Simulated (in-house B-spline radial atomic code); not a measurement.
**Yb⁴⁺: ionisation energy by several methods**

How far do functionals differ on the ionisation energy of Yb⁴⁺? Each run solves Yb⁴⁺ and then the next ion ([Kr] 4d10 4f12 5s2 5p5).

The numbers are computed with in-house B-spline radial atomic code version 1 (Dirac-Coulomb, several functionals, exact exchange averaged over the configuration; spherical all-electron atom at the radial basis limit), except any that are marked as measured or tabulated.

## 1. The atom as given

```
element       : ytterbium (Z = 70)
charge        : +4
electrons     : 66
configuration : [Xe] 4f12
nucleus       : Fermi, rms radius 5.311 fm
```

Outer shells as boxes (Hund's rule):

[Xe] 4f12
```
[Xe] core
4f [↑↓][↑↓][↑↓][↑↓][↑↓][↑ ][↑ ]
```

The boxes only draw the filling; these runs are spin-restricted and spherical.

## 2. B3LYP, a global hybrid

Settings of the run:

```ini
Z = 70
electrons = 66.0
configuration = [Xe] 4f12
hamiltonian = dirac
method = b3lyp
spin_polarised = False
nucleus = fermi
rms_radius = 5.3108
mass_number = 174
atomic_mass = 173.938867545
speed_of_light = 137.035999084
exact_exchange = averaged over the configuration
```

Launch:

```bash
$ python run_scf.py task.json out
```

task.json lists these runs, among others, and the program works through them in turn.

## 3. PBE0, a global hybrid

Changes to the settings of step 2:

```diff
@@ -4,3 +4,3 @@
 hamiltonian = dirac
-method = b3lyp
+method = pbe0
 spin_polarised = False
```

## 4. LC-ωPBE, a range-separated hybrid

Changes to the settings of step 3:

```diff
@@ -4,3 +4,3 @@
 hamiltonian = dirac
-method = pbe0
+method = lc_wpbe
 spin_polarised = False
```

## 5. ωB97X, a range-separated hybrid

Changes to the settings of step 4:

```diff
@@ -4,3 +4,3 @@
 hamiltonian = dirac
-method = lc_wpbe
+method = wb97x
 spin_polarised = False
```

What does each method give for the ionisation energy?

**Answer**, as computed:

| method | rung | total energy (hartree) | ΔSCF (eV) | with Breit, QED, recoil (eV) | −ε highest (eV) |
| --- | --- | --- | --- | --- | --- |
| B3LYP | global hybrid | -14070.9908 | 81.818 | 81.718 | 59.391 (4f7/2) |
| PBE0 | global hybrid | -14070.3509 | 81.778 | 81.679 | 60.129 (4f7/2) |
| LC-ωPBE | range-separated hybrid | -14070.6641 | 81.721 | 81.623 | 61.886 (4f7/2) |
| ωB97X | range-separated hybrid | -14071.3993 | 81.428 | 81.329 | 62.156 (4f7/2) |

For the ionisation energy the methods span 0.389 eV, from ωB97X (81.329 eV) to B3LYP (81.718 eV), which is 0.48 % of the mean. No tabulated value is at hand. ΔSCF removes a 5p electron, which is never the highest level here, so the two columns refer to different electrons.
